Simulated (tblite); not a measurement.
# C4H12O2Si2: the cost of one run

The runs use tblite 0.8.0 and PySCF 2.14.0, with density-fitted response routines of our own; the level of theory stands in each step. All values are computed, except where a source is named. Atoms count from 0, in the outputs and in this text.

**1. The molecule as given**

20 atoms, charge 0, multiplicity 1; geometry from: force field or distance geometry start.

Bonds of the start (Å): C0–C1 1.34, C1–C2 1.49, C1–C3 1.50, C3–O4 1.40, O4–Si5 1.72, Si5–O6 1.69, O6–Si7 1.68, C0–H8 1.09, C0–H9 1.09, C2–H10 1.11, C2–H11 1.11, C2–H12 1.14, C3–H13 1.10, C3–H14 1.13, Si5–H15 1.48, Si5–H16 1.49, Si7–H17 1.45, Si7–H18 1.47, Si7–H19 1.48.

**2. Optimising the geometry with GFN2-xTB**

Job settings and geometry (Å):

```
{"job": {"kind": "relax", "xc": "GFN2-xTB", "basis": "xTB"}, "charge": 0, "multiplicity": 1}
C     -1.685900     0.887500     1.859300
C     -1.664600     0.296200     0.655600
C     -2.692500    -0.712700     0.276600
C     -0.596200     0.583600    -0.352800
O      0.132600    -0.565700    -0.670200
Si     1.319500    -0.145500    -1.837200
O      2.833500     0.255900    -1.203200
Si     3.208300    -0.296800     0.340500
H     -2.510600     0.599100     2.509000
H     -0.944800     1.623700     2.168200
H     -2.868100    -1.490400     1.055600
H     -2.458400    -1.225600    -0.682200
H     -3.659600    -0.131700     0.122500
H     -1.028000     1.013400    -1.271700
H      0.150200     1.310800     0.092100
H      0.875300     1.015600    -2.642600
H      1.408600    -1.248400    -2.828600
H      2.198900    -0.090900     1.364800
H      3.517100    -1.728000     0.272400
H      4.459400     0.370900     0.768700
```

Run with:

```console
$ OMP_NUM_THREADS=1 python probes_run.py task.json out
```

This one command runs all jobs of the session in turn.

**Question.** How long does this first job take on 1 thread of Arm Neoverse N1, shared host?

About 2 s.
